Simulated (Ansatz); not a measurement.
## CH₅BF₂N₂, SMILES NB(F)C(N)F: a geometry optimisation, step by step

With the Python package of Ansatz (0.2.0).

Run as a notebook:

**Cell 1**
```python
import ansatz as az
import numpy as np

BASIS = "def2-SVP"
FUNCTIONAL = "B3LYP"
```

**Cell 2**
```python
ch5bf2n2 = (
    az.Crystal.molecule()
    .atom("N", (-0.1763, -1.7857, 0.8862))
    .atom("B", (0.4358, -0.372, 0.8682))
    .atom("F", (1.631, -0.1679, 1.5973))
    .atom("C", (-0.141, 0.8631, 0.0729))
    .atom("N", (-0.2803, 0.5414, -1.3668))
    .atom("F", (0.5332, 2.0152, 0.2802))
    .atom("H", (0.4657, -2.3986, 0.4148))
    .atom("H", (-1.0398, -1.6787, 0.267))
    .atom("H", (-1.2368, 1.0339, 0.5127))
    .atom("H", (-0.8043, 1.325, -1.7927))
    .atom("H", (0.6781, 0.5673, -1.7193))
)
```

**Cell 3**
```python
setup = (
    ch5bf2n2.calculation()
    .basis(gaussian=BASIS)
    .functional(FUNCTIONAL)
)
symbols = [site.symbol for site in ch5bf2n2.cartesian_sites]
start = np.array([site.position_ang for site in ch5bf2n2.cartesian_sites], dtype=float)
def progress(event):
    if event["event"] == "relax_step":
        row = event["data"]
        print(f"step {row['step']:3d}  E = {row['lagrangian_ev']:.6f} eV  max force {row['allowed_force_max_ev_ang']:.4f} eV/A")
```

**Cell 4**
```python
data = setup.relax(force_tolerance=0.02).session().plan().execute(on_event=progress).report
end = np.array(data["positions_ang"])

print(f"E = {data['free_energy_ev']:.6f} eV = {data['free_energy_ev'] / 27.211386246:.7f} Ha")
print("converged:", data["converged"], " doubts:", data["published_state_doubts"] or "none")

print("bond        before    after (A)")
for i, j in [(0, 1), (0, 6), (0, 7), (1, 2), (1, 3), (3, 4), (3, 5), (3, 8), (4, 9), (4, 10)]:
    d0, d1 = (np.linalg.norm(xyz[i] - xyz[j]) for xyz in (start, end))
    print(f"{symbols[i]}{i}-{symbols[j]}{j}".ljust(10), f"{d0:8.4f} {d1:8.4f}")
for i, j, k in [(1, 0, 6), (1, 0, 7), (6, 0, 7), (0, 1, 2), (0, 1, 3), (2, 1, 3), (1, 3, 4), (1, 3, 5)]:
    u, v = end[i] - end[j], end[k] - end[j]
    print(f"angle {symbols[i]}{i}-{symbols[j]}{j}-{symbols[k]}{k}: {np.degrees(np.arccos(np.clip(u @ v / np.linalg.norm(u) / np.linalg.norm(v), -1, 1))):.2f} deg")
```
Output:
```text
step   1  E = -10202.741654 eV  max force 4.3837 eV/A
step   2  E = -10203.351205 eV  max force 2.0275 eV/A
step   3  E = -10203.571154 eV  max force 2.3131 eV/A
step   4  E = -10203.788973 eV  max force 0.6732 eV/A
step   5  E = -10203.849314 eV  max force 0.2982 eV/A
step   6  E = -10203.890329 eV  max force 0.3413 eV/A
step   7  E = -10203.889273 eV  max force 0.6379 eV/A
step   8  E = -10203.908496 eV  max force 0.1160 eV/A
step   9  E = -10203.918417 eV  max force 0.0642 eV/A
step  10  E = -10203.919187 eV  max force 0.1272 eV/A
step  11  E = -10203.921448 eV  max force 0.0433 eV/A
step  12  E = -10203.921669 eV  max force 0.0346 eV/A
step  13  E = -10203.921767 eV  max force 0.0046 eV/A
E = -10203.922000 eV = -374.9872170 Ha
converged: True  doubts: none
bond        before    after (A)
N0-B1        1.5406   1.3933
N0-H6        1.0050   1.0134
N0-H7        1.0679   1.0131
B1-F2        1.4148   1.3401
B1-C3        1.5782   1.5992
C3-N4        1.4818   1.4233
C3-F5        1.3509   1.4173
C3-H8        1.1931   1.1073
N4-H9        1.0344   1.0198
N4-H10       1.0215   1.0201
angle B1-N0-H6: 123.51 deg
angle B1-N0-H7: 120.70 deg
angle H6-N0-H7: 115.71 deg
angle N0-B1-F2: 120.05 deg
angle N0-B1-C3: 120.58 deg
angle F2-B1-C3: 119.35 deg
angle B1-C3-N4: 112.30 deg
angle B1-C3-F5: 108.77 deg
```

**Cell 5**
```python
charges = data["charge_distribution"]
dipole = np.array(charges["dipole_moment_e_ang"]) * 4.803205
print("dipole (D): {:.3f} {:.3f} {:.3f}, length {:.3f}".format(*dipole, np.linalg.norm(dipole)))
print("atom  Mulliken   Lowdin")
for symbol, m, l in zip(symbols, charges["mulliken_charges_e"], charges["lowdin_charges_e"]):
    print(f"{symbol:4s} {m:9.3f} {l:8.3f}")
with open("ch5bf2n2_opt.xyz", "w") as handle:
    handle.write(f"{len(symbols)}\nrelaxed CH5BF2N2\n")
    handle.writelines(f"{s:2s} {x:11.6f} {y:11.6f} {z:11.6f}\n" for s, (x, y, z) in zip(symbols, end))
```
Output:
```text
dipole (D): -1.661 -2.168 -1.975, length 3.370
atom  Mulliken   Lowdin
N       -0.074    0.301
B       -0.047   -0.689
F       -0.119    0.251
C        0.281   -0.030
N       -0.211    0.129
F       -0.298   -0.016
H        0.127    0.030
H        0.127    0.019
H        0.015    0.001
H        0.101   -0.001
H        0.098    0.005
```

`ch5bf2n2_opt.xyz`, as written:
```text
11
relaxed CH5BF2N2
N     0.091116   -1.653524    0.457000
B     0.428608   -0.367874    0.874881
F     1.198307   -0.194648    1.958162
C    -0.126494    0.912997    0.094770
N    -0.538293    0.601112   -1.231518
F     0.856491    1.933142    0.135637
H     0.389214   -2.494340    0.937730
H    -0.522323   -1.795092   -0.336787
H    -0.998409    1.327744    0.636845
H    -0.956439    1.400270   -1.707352
H     0.243521    0.273212   -1.798867
```

What to keep in mind:
- Total energies depend on the basis set; only differences at equal settings carry meaning.
- The end point is the stationary point reached from this start; no frequency run checks that it is a minimum, and the basis set is modest.
- The Löwdin charges here are taken after orthogonalising the functions within each atom; they differ from plain Löwdin charges, and their signs can be unphysical.
- b3lyp holds the VWN-RPA fit, as in Gaussian; the form of ORCA and Turbomole is b3lyp5.
- Run time: 79 s on 1 thread of Arm Neoverse V1, on a shared host, peak memory 0.31 GiB.

(Lines on the test bed's own set-up are left out of the output.)
